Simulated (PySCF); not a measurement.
# CH₁₀Si₃: NMR shifts at several levels of theory, part 2 of 2

PySCF 2.14.0. Atoms count from 0. Earlier steps stand in the parts before.

## 9. Shielding tensors: KT2/pcSseg-1

What the job is given:

```
{"job": {"kind": "nmr", "xc": "KT2", "basis": "pcSseg-1", "pop": false}, "charge": 0, "multiplicity": 1}
Si     0.045142     1.693533    -0.760499
C      0.037688     0.145965     0.318256
Si     1.525014    -0.959298    -0.032707
Si    -1.592008    -0.797422     0.200724
H      1.323987     2.448644    -0.585172
H     -0.086512     1.310616    -2.199737
H     -1.094859     2.591444    -0.398996
H      0.133991     0.488542     1.366497
H      2.797850    -0.227177     0.250913
H      1.524361    -1.371517    -1.469627
H      1.479564    -2.192890     0.812180
H     -1.619933    -1.916715     1.191636
H     -2.746889     0.113436     0.471177
H     -1.748186    -1.371930    -1.170736
```

With the program's defaults for keys left out, this is: GIAO KT2/pcSseg-1 NMR shielding, non-relativistic, gas phase.

The log of the run:

```text
coarse grid: 12160 points
cycle   1  E = -920.7578355185  dE = -1.778e-01  |g| = 4.141e-01  |ddm| = 3.231e+00
cycle   2  E = -920.6677770242  dE =  9.006e-02  |g| = 6.757e-01  |ddm| = 1.121e+00
cycle   3  E = -920.8021825546  dE = -1.344e-01  |g| = 8.783e-02  |ddm| = 8.497e-01
cycle   4  E = -920.8048269092  dE = -2.644e-03  |g| = 1.021e-02  |ddm| = 1.452e-01
cycle   5  E = -920.8048655818  dE = -3.867e-05  |g| = 3.659e-03  |ddm| = 2.438e-02
cycle   6  E = -920.8048696964  dE = -4.115e-06  |g| = 4.997e-04  |ddm| = 6.563e-03
final grid: 100712 points
cycle   7  E = -920.8724853014  dE = -9.527e-05  |g| = 1.913e-02  |ddm| = 2.181e-02
cycle   8  E = -920.8723939323  dE =  9.137e-05  |g| = 2.382e-02  |ddm| = 3.168e-02
cycle   9  E = -920.8725207600  dE = -1.268e-04  |g| = 7.133e-03  |ddm| = 2.767e-02
cycle  10  E = -920.8725347132  dE = -1.395e-05  |g| = 6.533e-04  |ddm| = 8.271e-03
cycle  11  E = -920.8725348704  dE = -1.572e-07  |g| = 5.419e-05  |ddm| = 1.113e-03
cycle  12  E = -920.8725348713  dE = -9.095e-10  |g| = 1.852e-05  |ddm| = 1.099e-04
converged SCF energy = -920.8725348713

GIAO shielding tensors (ppm)
atom      isotropic    diamagn.    paramagn.     s11        s22        s33       span
  0 Si     424.662     882.884    -458.223    386.429    399.494    488.062    101.633
  1 C      204.788     261.236     -56.448    197.152    197.434    219.778     22.626
  2 Si     424.977     882.950    -457.973    388.426    398.336    488.168     99.741
  3 Si     424.612     882.957    -458.345    384.537    401.771    487.529    102.992
  4 H       26.989      28.985      -1.996     23.356     25.131     32.480      9.124
  5 H       27.255      29.379      -2.125     24.272     25.483     32.009      7.737
  6 H       26.986      29.011      -2.025     23.355     25.100     32.502      9.146
  7 H       31.940      33.237      -1.297     27.462     27.587     40.771     13.309
  8 H       26.978      29.046      -2.068     23.370     25.034     32.528      9.158
  9 H       27.263      29.446      -2.183     24.266     25.514     32.008      7.741
 10 H       27.000      29.044      -2.044     23.344     25.191     32.466      9.122
 11 H       26.981      29.090      -2.108     23.366     25.062     32.516      9.150
 12 H       26.999      29.075      -2.075     23.338     25.194     32.465      9.127
 13 H       27.255      29.433      -2.179     24.257     25.493     32.013      7.756
```

Wall time 14 s (1 thread of Arm Neoverse V2, shared host); peak memory 0.61 GiB.

In short: δ C1 -21.6, Si0 -63.7, H4 4.10, H7 -0.76 ppm (means over like atoms).

## 10. NMR shieldings: KT3/pcSseg-1

Same as in step 9 but for these lines:

```diff
@@ -1,2 +1,2 @@
-{"job": {"kind": "nmr", "xc": "KT2", "basis": "pcSseg-1", "pop": false}, "charge": 0, "multiplicity": 1}
+{"job": {"kind": "nmr", "xc": "KT3", "basis": "pcSseg-1", "pop": false}, "charge": 0, "multiplicity": 1}
 Si     0.045142     1.693533    -0.760499
```

With the program's defaults for keys left out, this is: GIAO KT3/pcSseg-1 NMR shielding, non-relativistic, gas phase.

The log of the run:

```text
coarse grid: 12160 points
cycle   1  E = -920.0637856709  dE = -2.056e-01  |g| = 4.231e-01  |ddm| = 3.260e+00
cycle   2  E = -919.9772595139  dE =  8.653e-02  |g| = 6.732e-01  |ddm| = 1.150e+00
cycle   3  E = -920.1106427660  dE = -1.334e-01  |g| = 8.928e-02  |ddm| = 8.608e-01
cycle   4  E = -920.1134116909  dE = -2.769e-03  |g| = 1.128e-02  |ddm| = 1.422e-01
cycle   5  E = -920.1134555179  dE = -4.383e-05  |g| = 3.793e-03  |ddm| = 2.532e-02
cycle   6  E = -920.1134596008  dE = -4.083e-06  |g| = 4.260e-04  |ddm| = 6.304e-03
final grid: 100712 points
cycle   7  E = -920.1722595675  dE = -1.150e-04  |g| = 1.702e-02  |ddm| = 2.069e-02
cycle   8  E = -920.1722508741  dE =  8.693e-06  |g| = 1.268e-02  |ddm| = 1.704e-02
cycle   9  E = -920.1722702839  dE = -1.941e-05  |g| = 6.167e-03  |ddm| = 1.512e-02
cycle  10  E = -920.1722808781  dE = -1.059e-05  |g| = 5.783e-04  |ddm| = 6.583e-03
cycle  11  E = -920.1722809996  dE = -1.215e-07  |g| = 4.823e-05  |ddm| = 1.003e-03
cycle  12  E = -920.1722810003  dE = -6.851e-10  |g| = 1.690e-05  |ddm| = 9.225e-05
converged SCF energy = -920.1722810003

GIAO shielding tensors (ppm)
atom      isotropic    diamagn.    paramagn.     s11        s22        s33       span
  0 Si     426.994     882.108    -455.114    391.522    404.297    485.163     93.641
  1 C      203.590     261.304     -57.714    196.109    196.397    218.263     22.153
  2 Si     427.287     882.177    -454.890    393.301    403.300    485.260     91.959
  3 Si     426.975     882.187    -455.213    389.862    406.364    484.698     94.836
  4 H       27.294      29.268      -1.974     23.721     25.474     32.687      8.966
  5 H       27.552      29.667      -2.116     24.602     25.783     32.270      7.668
  6 H       27.290      29.290      -2.000     23.721     25.443     32.706      8.984
  7 H       32.113      33.471      -1.358     27.661     27.781     40.896     13.234
  8 H       27.284      29.325      -2.041     23.740     25.376     32.736      8.996
  9 H       27.559      29.736      -2.177     24.595     25.814     32.268      7.673
 10 H       27.303      29.335      -2.032     23.706     25.535     32.669      8.963
 11 H       27.287      29.372      -2.085     23.736     25.402     32.724      8.988
 12 H       27.302      29.361      -2.059     23.699     25.538     32.669      8.970
 13 H       27.553      29.729      -2.177     24.588     25.795     32.275      7.687
```

It took 14 s on 1 thread of Arm Neoverse V2, shared host; peak memory 0.61 GiB.

This run: δ C1 -21.3, Si0 -61.6, H4 3.94, H7 -0.79 ppm (means over like atoms).

## 11. Nuclear shieldings: B97-D/pcSseg-1

Same as in step 10 but for these lines:

```diff
@@ -1,2 +1,2 @@
-{"job": {"kind": "nmr", "xc": "KT3", "basis": "pcSseg-1", "pop": false}, "charge": 0, "multiplicity": 1}
+{"job": {"kind": "nmr", "xc": "B97-D", "basis": "pcSseg-1", "pop": false}, "charge": 0, "multiplicity": 1}
 Si     0.045142     1.693533    -0.760499
```

Method: GIAO B97-D/pcSseg-1 NMR shielding, non-relativistic, gas phase.

The log of the run:

```text
coarse grid: 12160 points
cycle   1  E = -912.4386111783  dE = -2.082e-01  |g| = 4.505e-01  |ddm| = 3.280e+00
cycle   2  E = -912.3375278952  dE =  1.011e-01  |g| = 7.315e-01  |ddm| = 1.134e+00
cycle   3  E = -912.4906053510  dE = -1.531e-01  |g| = 9.581e-02  |ddm| = 8.699e-01
cycle   4  E = -912.4938365115  dE = -3.231e-03  |g| = 1.768e-02  |ddm| = 1.621e-01
cycle   5  E = -912.4939243744  dE = -8.786e-05  |g| = 3.906e-03  |ddm| = 3.077e-02
cycle   6  E = -912.4939284115  dE = -4.037e-06  |g| = 6.372e-04  |ddm| = 6.205e-03
final grid: 100712 points
cycle   7  E = -912.5024605642  dE = -4.185e-05  |g| = 9.953e-03  |ddm| = 2.420e-02
cycle   8  E = -912.5024199000  dE =  4.066e-05  |g| = 1.448e-02  |ddm| = 2.272e-02
cycle   9  E = -912.5024760385  dE = -5.614e-05  |g| = 2.977e-03  |ddm| = 1.747e-02
cycle  10  E = -912.5024783255  dE = -2.287e-06  |g| = 2.432e-04  |ddm| = 2.903e-03
cycle  11  E = -912.5024783469  dE = -2.146e-08  |g| = 3.220e-05  |ddm| = 4.122e-04
cycle  12  E = -912.5024783472  dE = -2.267e-10  |g| = 6.743e-06  |ddm| = 4.511e-05
converged SCF energy = -912.5024783472

GIAO shielding tensors (ppm)
atom      isotropic    diamagn.    paramagn.     s11        s22        s33       span
  0 Si     408.640     880.797    -472.157    371.956    385.482    468.483     96.527
  1 C      200.606     260.605     -59.999    193.021    193.318    215.479     22.458
  2 Si     408.939     880.867    -471.928    373.803    384.425    468.589     94.786
  3 Si     408.647     880.876    -472.229    370.260    387.676    468.006     97.747
  4 H       27.342      29.260      -1.918     23.794     25.540     32.692      8.898
  5 H       27.591      29.705      -2.114     24.662     25.833     32.276      7.614
  6 H       27.337      29.282      -1.944     23.795     25.509     32.709      8.915
  7 H       32.275      33.256      -0.981     27.974     28.093     40.757     12.783
  8 H       27.332      29.317      -1.985     23.814     25.442     32.741      8.927
  9 H       27.598      29.773      -2.176     24.656     25.864     32.274      7.618
 10 H       27.350      29.329      -1.978     23.778     25.599     32.673      8.895
 11 H       27.335      29.364      -2.029     23.810     25.469     32.728      8.918
 12 H       27.349      29.352      -2.003     23.771     25.603     32.673      8.902
 13 H       27.592      29.765      -2.173     24.649     25.844     32.284      7.635
```

It took 14 s on 1 thread of Arm Neoverse V2, shared host; peak memory 0.61 GiB.

In short: δ C1 -21.4, Si0 -61.5, H4 3.98, H7 -0.86 ppm (means over like atoms).

## 12. Nuclear shieldings: B3LYP/pcSseg-1

Same as in step 11 but for these lines:

```diff
@@ -1,2 +1,2 @@
-{"job": {"kind": "nmr", "xc": "B97-D", "basis": "pcSseg-1", "pop": false}, "charge": 0, "multiplicity": 1}
+{"job": {"kind": "nmr", "xc": "B3LYP", "basis": "pcSseg-1", "pop": false}, "charge": 0, "multiplicity": 1}
 Si     0.045142     1.693533    -0.760499
```

Level: GIAO B3LYP/pcSseg-1 NMR shielding, non-relativistic, gas phase.

The log of the run:

```text
coarse grid: 12160 points
cycle   1  E = -912.5743096951  dE = -2.144e-01  |g| = 3.910e-01  |ddm| = 3.219e+00
cycle   2  E = -912.5414673398  dE =  3.284e-02  |g| = 5.061e-01  |ddm| = 7.104e-01
cycle   3  E = -912.6095000953  dE = -6.803e-02  |g| = 6.462e-02  |ddm| = 5.145e-01
cycle   4  E = -912.6107614747  dE = -1.261e-03  |g| = 1.091e-02  |ddm| = 9.223e-02
cycle   5  E = -912.6107873790  dE = -2.590e-05  |g| = 1.766e-03  |ddm| = 1.584e-02
cycle   6  E = -912.6107883717  dE = -9.927e-07  |g| = 3.489e-04  |ddm| = 3.257e-03
final grid: 100712 points
cycle   7  E = -912.6308346844  dE = -5.122e-06  |g| = 2.407e-03  |ddm| = 1.405e-02
cycle   8  E = -912.6308329828  dE =  1.702e-06  |g| = 3.399e-03  |ddm| = 5.767e-03
cycle   9  E = -912.6308361204  dE = -3.138e-06  |g| = 3.625e-04  |ddm| = 3.508e-03
cycle  10  E = -912.6308361473  dE = -2.687e-08  |g| = 2.575e-05  |ddm| = 3.334e-04
cycle  11  E = -912.6308361475  dE = -1.853e-10  |g| = 8.957e-06  |ddm| = 5.127e-05
converged SCF energy = -912.6308361475

GIAO shielding tensors (ppm)
atom      isotropic    diamagn.    paramagn.     s11        s22        s33       span
  0 Si     400.701     879.763    -479.062    362.834    377.779    461.491     98.657
  1 C      201.515     261.614     -60.099    193.553    193.854    217.137     23.584
  2 Si     400.993     879.835    -478.842    364.666    376.713    461.601     96.935
  3 Si     400.727     879.845    -479.118    361.137    380.041    461.004     99.868
  4 H       27.337      29.093      -1.755     23.725     25.518     32.770      9.045
  5 H       27.571      29.526      -1.955     24.567     25.781     32.365      7.798
  6 H       27.332      29.114      -1.782     23.723     25.486     32.787      9.064
  7 H       32.360      33.427      -1.068     27.970     28.087     41.022     13.052
  8 H       27.327      29.151      -1.825     23.742     25.419     32.819      9.077
  9 H       27.578      29.596      -2.018     24.562     25.810     32.362      7.800
 10 H       27.345      29.158      -1.813     23.709     25.579     32.749      9.040
 11 H       27.329      29.195      -1.865     23.738     25.444     32.807      9.069
 12 H       27.344      29.184      -1.840     23.702     25.581     32.749      9.047
 13 H       27.573      29.586      -2.014     24.554     25.793     32.372      7.818
```

Wall time 10 s (1 thread of Arm Neoverse V2, shared host); peak memory 0.68 GiB.

This run: δ C1 -22.3, Si0 -62.9, H4 3.97, H7 -0.98 ppm (means over like atoms).

## 13. NMR shieldings: PBE0/pcSseg-1

Same as in step 12 but for these lines:

```diff
@@ -1,2 +1,2 @@
-{"job": {"kind": "nmr", "xc": "B3LYP", "basis": "pcSseg-1", "pop": false}, "charge": 0, "multiplicity": 1}
+{"job": {"kind": "nmr", "xc": "PBE0", "basis": "pcSseg-1", "pop": false}, "charge": 0, "multiplicity": 1}
 Si     0.045142     1.693533    -0.760499
```

Method: GIAO PBE0/pcSseg-1 NMR shielding, non-relativistic, gas phase.

The log of the run:

```text
coarse grid: 12160 points
cycle   1  E = -912.0793220237  dE = -2.131e-01  |g| = 3.294e-01  |ddm| = 3.196e+00
cycle   2  E = -912.0632752904  dE =  1.605e-02  |g| = 3.950e-01  |ddm| = 5.788e-01
cycle   3  E = -912.1042266467  dE = -4.095e-02  |g| = 5.071e-02  |ddm| = 3.948e-01
cycle   4  E = -912.1049708117  dE = -7.442e-04  |g| = 8.523e-03  |ddm| = 6.966e-02
cycle   5  E = -912.1049867069  dE = -1.590e-05  |g| = 1.085e-03  |ddm| = 1.280e-02
cycle   6  E = -912.1049871027  dE = -3.958e-07  |g| = 2.518e-04  |ddm| = 2.115e-03
final grid: 100712 points
cycle   7  E = -912.1273509117  dE = -8.696e-06  |g| = 3.696e-03  |ddm| = 1.288e-02
cycle   8  E = -912.1273471692  dE =  3.743e-06  |g| = 5.155e-03  |ddm| = 7.625e-03
cycle   9  E = -912.1273543037  dE = -7.135e-06  |g| = 2.387e-04  |ddm| = 4.761e-03
cycle  10  E = -912.1273543148  dE = -1.107e-08  |g| = 2.663e-05  |ddm| = 2.926e-04
cycle  11  E = -912.1273543150  dE = -2.046e-10  |g| = 1.167e-05  |ddm| = 4.895e-05
converged SCF energy = -912.1273543150

GIAO shielding tensors (ppm)
atom      isotropic    diamagn.    paramagn.     s11        s22        s33       span
  0 Si     413.541     879.880    -466.339    376.336    390.775    473.512     97.176
  1 C      208.435     262.796     -54.361    200.396    200.673    224.235     23.839
  2 Si     413.828     879.948    -466.121    378.146    389.712    473.626     95.480
  3 Si     413.537     879.960    -466.423    374.609    392.986    473.017     98.408
  4 H       27.139      28.837      -1.699     23.423     25.270     32.723      9.301
  5 H       27.363      29.152      -1.788     24.257     25.536     32.297      8.040
  6 H       27.133      28.856      -1.723     23.421     25.235     32.742      9.322
  7 H       32.212      33.361      -1.149     27.537     27.653     41.446     13.909
  8 H       27.126      28.893      -1.767     23.440     25.166     32.772      9.332
  9 H       27.371      29.219      -1.849     24.252     25.565     32.294      8.041
 10 H       27.148      28.894      -1.745     23.407     25.334     32.704      9.297
 11 H       27.129      28.929      -1.800     23.435     25.191     32.760      9.325
 12 H       27.147      28.927      -1.781     23.400     25.335     32.705      9.305
 13 H       27.365      29.212      -1.847     24.245     25.549     32.302      8.057
```

Run time: 9.7 s. Hardware: 1 thread of Arm Neoverse V2, shared host; peak memory 0.68 GiB.

In short: δ C1 -24.0, Si0 -61.6, H4 4.05, H7 -0.95 ppm (means over like atoms).

## 14. Shielding tensors: mPW1PW91/pcSseg-1

Same as in step 13 but for these lines:

```diff
@@ -1,2 +1,2 @@
-{"job": {"kind": "nmr", "xc": "PBE0", "basis": "pcSseg-1", "pop": false}, "charge": 0, "multiplicity": 1}
+{"job": {"kind": "nmr", "xc": "mPW1PW91", "basis": "pcSseg-1", "pop": false}, "charge": 0, "multiplicity": 1}
 Si     0.045142     1.693533    -0.760499
```

Method: GIAO mPW1PW91/pcSseg-1 NMR shielding, non-relativistic, gas phase.

The log of the run:

```text
coarse grid: 12160 points
cycle   1  E = -912.5345732824  dE = -2.160e-01  |g| = 3.302e-01  |ddm| = 3.199e+00
cycle   2  E = -912.5185155741  dE =  1.606e-02  |g| = 3.969e-01  |ddm| = 5.835e-01
cycle   3  E = -912.5600512457  dE = -4.154e-02  |g| = 4.921e-02  |ddm| = 3.943e-01
cycle   4  E = -912.5607630438  dE = -7.118e-04  |g| = 9.076e-03  |ddm| = 7.002e-02
cycle   5  E = -912.5607812349  dE = -1.819e-05  |g| = 1.056e-03  |ddm| = 1.323e-02
cycle   6  E = -912.5607815943  dE = -3.594e-07  |g| = 2.529e-04  |ddm| = 2.100e-03
final grid: 100712 points
cycle   7  E = -912.5808731038  dE = -9.825e-06  |g| = 2.141e-03  |ddm| = 1.264e-02
cycle   8  E = -912.5808721031  dE =  1.001e-06  |g| = 2.932e-03  |ddm| = 4.236e-03
cycle   9  E = -912.5808743439  dE = -2.241e-06  |g| = 1.757e-04  |ddm| = 2.545e-03
cycle  10  E = -912.5808743545  dE = -1.064e-08  |g| = 7.045e-05  |ddm| = 3.967e-04
cycle  11  E = -912.5808743558  dE = -1.326e-09  |g| = 7.465e-06  |ddm| = 8.487e-05
cycle  12  E = -912.5808743559  dE = -1.683e-11  |g| = 2.013e-06  |ddm| = 1.287e-05
converged SCF energy = -912.5808743559

GIAO shielding tensors (ppm)
atom      isotropic    diamagn.    paramagn.     s11        s22        s33       span
  0 Si     411.552     879.952    -468.400    375.032    389.324    470.299     95.267
  1 C      207.641     263.174     -55.532    199.652    199.930    223.341     23.689
  2 Si     411.838     880.021    -468.184    376.810    388.290    470.413     93.602
  3 Si     411.552     880.033    -468.481    373.353    391.491    469.813     96.460
  4 H       27.226      28.912      -1.686     23.521     25.366     32.790      9.269
  5 H       27.442      29.243      -1.801     24.337     25.619     32.369      8.031
  6 H       27.220      28.930      -1.711     23.520     25.330     32.808      9.289
  7 H       32.280      33.488      -1.208     27.641     27.755     41.444     13.803
  8 H       27.214      28.968      -1.754     23.540     25.262     32.839      9.299
  9 H       27.449      29.312      -1.863     24.333     25.648     32.366      8.033
 10 H       27.235      28.971      -1.736     23.505     25.429     32.771      9.266
 11 H       27.216      29.005      -1.789     23.535     25.286     32.827      9.292
 12 H       27.233      29.004      -1.770     23.498     25.430     32.771      9.273
 13 H       27.444      29.305      -1.861     24.325     25.632     32.375      8.050
```

Wall time 9.6 s (1 thread of Arm Neoverse V2, shared host); peak memory 0.68 GiB.

Key values: δ C1 -24.1, Si0 -60.8, H4 4.02, H7 -0.96 ppm (means over like atoms).

## 15. Run by run: NMR shifts

Shifts (ppm), means over like atoms, with basis size and wall time:

```csv
run,C1,H4,H7,Si0,functions,time
HF/pcSseg-1,-26.6,3.79,-1.46,-55.0,139,5.1 s
LDA/pcSseg-1,-22.3,4.30,-0.63,-68.2,139,12 s
PBE/pcSseg-1,-22.1,4.14,-0.75,-65.0,139,14 s
BLYP/pcSseg-1,-20.6,4.03,-0.83,-65.8,139,15 s
BP86/pcSseg-1,-21.8,4.14,-0.76,-64.3,139,14 s
OPBE/pcSseg-1,-23.2,4.10,-0.70,-60.7,139,14 s
KT2/pcSseg-1,-21.6,4.10,-0.76,-63.7,139,14 s
KT3/pcSseg-1,-21.3,3.94,-0.79,-61.6,139,14 s
B97-D/pcSseg-1,-21.4,3.98,-0.86,-61.5,139,14 s
B3LYP/pcSseg-1,-22.3,3.97,-0.98,-62.9,139,10 s
PBE0/pcSseg-1,-24.0,4.05,-0.95,-61.6,139,9.7 s
mPW1PW91/pcSseg-1,-24.1,4.02,-0.96,-60.8,139,9.6 s
```

## 16. Results

This closing draws on all 2 parts.

| quantity | value |
| --- | --- |
| rotational constants (main isotopes) | 2.82, 2.80, 1.52 GHz |
| 13C shifts against TMS (HF/pcSseg-1) | -26.6 ppm |
| 1H shifts against TMS (HF/pcSseg-1, means over atoms taken as alike) | 3.79, -1.46 ppm |
| 29Si shifts against TMS (HF/pcSseg-1, means over atoms taken as alike) | -55.0 ppm |
| range of the shift of Si0 | -68.2 to -55.0 ppm |

Single values in the summary come from the first run of each kind that ended normally (HF/pcSseg-1), which need not be the best level. The start was shaken at random, so part of the energy gained undoes that. Relaxing lowered the energy by 0.502 eV in 5 steps; the close pair that moved most is Si3–H12, from 1.623 to 1.496 Å. At HF/pcSseg-1: The largest span, 85 ppm, is at Si0, Si2, Si3, where the paramagnetic term is -428 ppm. Across the 12 runs the shift of Si0 (with its like atoms) moves most, between -68.2 (LDA/pcSseg-1) and -55.0 ppm (HF/pcSseg-1).
